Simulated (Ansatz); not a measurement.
# InF: basis-set convergence

The task here is to estimate one member of a computed series from the others.

The runs use Ansatz 0.2.0, Gaussian basis; one geometry, several basis sets.

Plan: PBE0-D4/def2-SVP; ωB97M-V/def2-SVP; PBE0-D4/def2-QZVPP; ωB97M-V/def2-QZVPP; the functionals' def2-TZVPP values are taken from earlier runs.

## The geometry

The geometry comes from an earlier relaxation with PBE0-D4 in a triple-zeta def2 set; it is a stationary point. In takes the def2 core potential; no spin-orbit term is included.

2 atoms, charge 0, spin multiplicity 1.

Atoms are counted from 1 here; the program's logs count them from 0.

Bond lengths: F1–In2 1.994 Å.

Set-up of the first run:

Input file in.yaml:

```yaml
crystal:
  periodic: [false, false, false]
  atoms:
    - {symbol: F, position_ang: [0.000000, 0.000000, 0.015883]}
    - {symbol: In, position_ang: [-0.000000, -0.000000, 2.009607]}
basis:
  gaussian: {orbitals: def2-SVP}
hamiltonian: {xc: pbe0, dispersion: d4}
output: {orbitals: {seedname: orbitals}}
```

Run with:

```
ansatz run in.yaml --threads 2 --pin off --events-out ev --progress --plain --max-ram 32768MiB --backend cpu
```

Steps of the session up to this table: PBE0-D4 in def2-SVP; ωB97M-V in def2-SVP; PBE0-D4 in def2-QZVPP; ωB97M-V in def2-QZVPP.

One of the session's tables, all rows but one given; the rest of the session is left out.

It belongs to the step «Functionals by basis». 

```
functional       basis  HOMO (eV)  LUMO (eV)
   PBE0-D4    def2-SVP      -7.36      -1.44
   PBE0-D4  def2-TZVPP      -7.52      -1.57
   PBE0-D4  def2-QZVPP      -7.56      -1.60
   ωB97M-V    def2-SVP          ?          ?
   ωB97M-V  def2-TZVPP      -9.65      -0.11
   ωB97M-V  def2-QZVPP      -9.70      -0.19
```

Estimate the missing values for ωB97M-V, def2-SVP.

The run gave: HOMO (eV): -9.46; LUMO (eV): 0.15. In the column «HOMO (eV)» it lies between ωB97M-V, def2-TZVPP (-9.65) and PBE0-D4, def2-QZVPP (-7.56).
